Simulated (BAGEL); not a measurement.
# SiHOF3 (sif3oh) at HF/3-21G (density fitting with qzvpp-jkfit)

What is the vertical ionisation energy of SiHOF3 (sif3oh) at HF/3-21G (density fitting with qzvpp-jkfit)? 

The calculation is run with BAGEL 1.2.2.

1 further run of the same task is left out (set aside as unsound or not needed).

### Step 1. The structure to begin with

SiHOF3: 6 atoms, total charge 0, spin state singlet. As SMILES, `O[Si](F)(F)F`. The coordinates come from a PBE0-D4/def2-TZVP relaxation.

Bond lengths: O1–Si2 1.604 Å, Si2–F3 1.572 Å, Si2–F4 1.572 Å, Si2–F5 1.565 Å, O1–H6 0.958 Å. Angles: O1–Si2–F3 112.4°, O1–Si2–F4 112.4°, O1–Si2–F5 107.6°, F3–Si2–F4 106.8°, F3–Si2–F5 108.8°, F4–Si2–F5 108.8°, Si2–O1–H6 120.4°.

### Step 2. A single-point energy at HF/3-21G (density fitting with qzvpp-jkfit)

The input, calc.json:

```json
{ "bagel": [

{
  "title": "molecule",
  "basis": "3-21g",
  "df_basis": "qzvpp-jkfit",
  "angstrom": "true",
  "geometry": [
    { "atom": "O", "xyz": [      -0.219800,       0.531700,       1.122400 ] },
    { "atom": "Si", "xyz": [       0.217900,      -0.093400,      -0.288700 ] },
    { "atom": "F", "xyz": [      -0.639100,       0.464300,      -1.482900 ] },
    { "atom": "F", "xyz": [       0.075600,      -1.658700,      -0.320700 ] },
    { "atom": "F", "xyz": [       1.718500,       0.281100,      -0.527400 ] },
    { "atom": "H", "xyz": [      -1.111000,       0.410900,       1.451000 ] }
  ]
},

{
  "title": "hf"
},

{
  "title": "print",
  "file": "orbitals.molden",
  "orbitals": "true"
}

]}
```

Command:

```console
$ BAGEL_NUM_THREADS=1 BAGEL calc.json > calc.out
```

What it wrote:

```text
* using 1 threads per process

  ===============================================================
  ===============================================================

  *** Geometry ***

  { "atom" : "O", "xyz" : [     -0.415362,      1.004767,      2.121029 ] },
  { "atom" : "Si", "xyz" : [      0.411771,     -0.176500,     -0.545564 ] },
  { "atom" : "F", "xyz" : [     -1.207724,      0.877400,     -2.802275 ] },
  { "atom" : "F", "xyz" : [      0.142863,     -3.134489,     -0.606035 ] },
  { "atom" : "F", "xyz" : [      3.247494,      0.531202,     -0.996642 ] },
  { "atom" : "H", "xyz" : [     -2.099486,      0.776488,      2.741993 ] },

  Number of auxiliary basis functions:      454

  Since a DF basis is specified, we compute 2- and 3-index integrals:
    o Being stored without compression. Storage requirement is 0.009 GB

  Number of basis functions:       51
  Number of electrons      :       50

    * METHOD: MOLECULE                             0.12

  *** RHF ***

  === Nuclear Repulsion ===
   271.0402966062

      * DIIS with orbital gradients will be used.

  === RHF iteration (3-21g) ===
      0       -659.15694492          0.03409026           0.03
      1       -659.33208733          0.01778548           0.03
      2       -659.38542352          0.00079023           0.03
      3       -659.38569000          0.00016263           0.03
      4       -659.38569993          0.00007874           0.03
      5       -659.38570157          0.00001307           0.03
      6       -659.38570166          0.00000243           0.03
      7       -659.38570166          0.00000052           0.03
      8       -659.38570166          0.00000022           0.03
      9       -659.38570166          0.00000007           0.03
     10       -659.38570166          0.00000001           0.03
     11       -659.38570166          0.00000001           0.03
    * SCF iteration converged.

    * Permanent dipole moment:
           (    0.945909,     0.027914,    -0.531916) a.u.

    * METHOD: HF                                   0.47

    * METHOD: PRINT                                0.00

  ===============================================================
```

Wall time 0.74 s (1 thread of Arm Neoverse V2, shared host); peak memory 0.083 GiB.

### Step 3. The doublet cation at the same level

The input, hf.json:

```json
{ "bagel" : [

{
  "title" : "molecule",
  "basis" : "3-21g",
  "df_basis" : "qzvpp-jkfit",
  "angstrom" : true,
  "geometry" : [
    { "atom" : "O", "xyz" : [   -0.219800,    0.531700,    1.122400 ] },
    { "atom" : "Si", "xyz" : [    0.217900,   -0.093400,   -0.288700 ] },
    { "atom" : "F", "xyz" : [   -0.639100,    0.464300,   -1.482900 ] },
    { "atom" : "F", "xyz" : [    0.075600,   -1.658700,   -0.320700 ] },
    { "atom" : "F", "xyz" : [    1.718500,    0.281100,   -0.527400 ] },
    { "atom" : "H", "xyz" : [   -1.111000,    0.410900,    1.451000 ] }
  ]
},
{
  "title" : "uhf",
  "charge" : 1,
  "nopen" : 1
},
{
  "title" : "print",
  "file" : "orbitals.molden",
  "orbitals" : true
}

]}
```

Command:

```console
$ BAGEL_NUM_THREADS=1 BAGEL hf.json > hf.out
```

What it wrote:

```text
* using 1 threads per process

  ===============================================================
  ===============================================================

  *** Geometry ***

  { "atom" : "O", "xyz" : [     -0.415362,      1.004767,      2.121029 ] },
  { "atom" : "Si", "xyz" : [      0.411771,     -0.176500,     -0.545564 ] },
  { "atom" : "F", "xyz" : [     -1.207724,      0.877400,     -2.802275 ] },
  { "atom" : "F", "xyz" : [      0.142863,     -3.134489,     -0.606035 ] },
  { "atom" : "F", "xyz" : [      3.247494,      0.531202,     -0.996642 ] },
  { "atom" : "H", "xyz" : [     -2.099486,      0.776488,      2.741993 ] },

  Number of auxiliary basis functions:      454

  Since a DF basis is specified, we compute 2- and 3-index integrals:
    o Being stored without compression. Storage requirement is 0.009 GB

  Number of basis functions:       51
  Number of electrons      :       50

    * METHOD: MOLECULE                             0.12

  *** Open-shell HF ***

  === Nuclear Repulsion ===
   271.0402966062

      * DIIS with orbital gradients will be used.

  === UHF iteration (3-21g) ===
      0       -658.69006925          0.06163136           0.06
      1       -658.86085469          0.03622176           0.06
      2       -658.90176084          0.02047649           0.06
      3       -658.92001728          0.00097429           0.06
      4       -658.92028636          0.00018383           0.06
      5       -658.92030538          0.00005777           0.07
      6       -658.92030775          0.00001575           0.06
      7       -658.92030859          0.00000499           0.06
      8       -658.92030886          0.00000243           0.06
      9       -658.92030895          0.00000107           0.06
     10       -658.92030896          0.00000042           0.06
     11       -658.92030896          0.00000019           0.06
     12       -658.92030896          0.00000007           0.06
     13       -658.92030896          0.00000004           0.07
     14       -658.92030896          0.00000003           0.07
     15       -658.92030896          0.00000003           0.07
     16       -658.92030896          0.00000003           0.07
     17       -658.92030896          0.00000002           0.06
     18       -658.92030896          0.00000002           0.06
     19       -658.92030896          0.00000001           0.06
    * SCF iteration converged.

    * S^2 (UHF) is 0.7536

    * Permanent dipole moment:
           (    1.747500,    -0.804310,    -2.545341) a.u.

    * METHOD: UHF                                  1.35

    * METHOD: PRINT                                0.00

  ===============================================================
```

It took 1.6 s on 1 thread of Arm Neoverse V2, shared host; peak memory 0.083 GiB.

### Step 4. Outcome

Level: HF/3-21G (density fitting with qzvpp-jkfit).

| quantity | value |
| --- | --- |
| singlet SiHOF3: total energy | -659.38570 Eh |
| singlet SiHOF3: dipole moment | 2.76 D |
| singlet SiHOF3: HOMO energy | -15.29 eV |
| singlet SiHOF3: LUMO energy | 4.80 eV |
| singlet SiHOF3: HOMO–LUMO gap | 20.09 eV |
| doublet cation: total energy | -658.92031 Eh |
| doublet cation: ⟨S²⟩ | 0.754 |
| vertical ionisation energy (to the doublet cation) | 12.664 eV |

**Reading.** The vertical ionisation energy comes to 12.66 eV (292 kcal/mol). The negative HOMO energy of the first species, 15.29 eV, lies 2.63 eV above that difference.
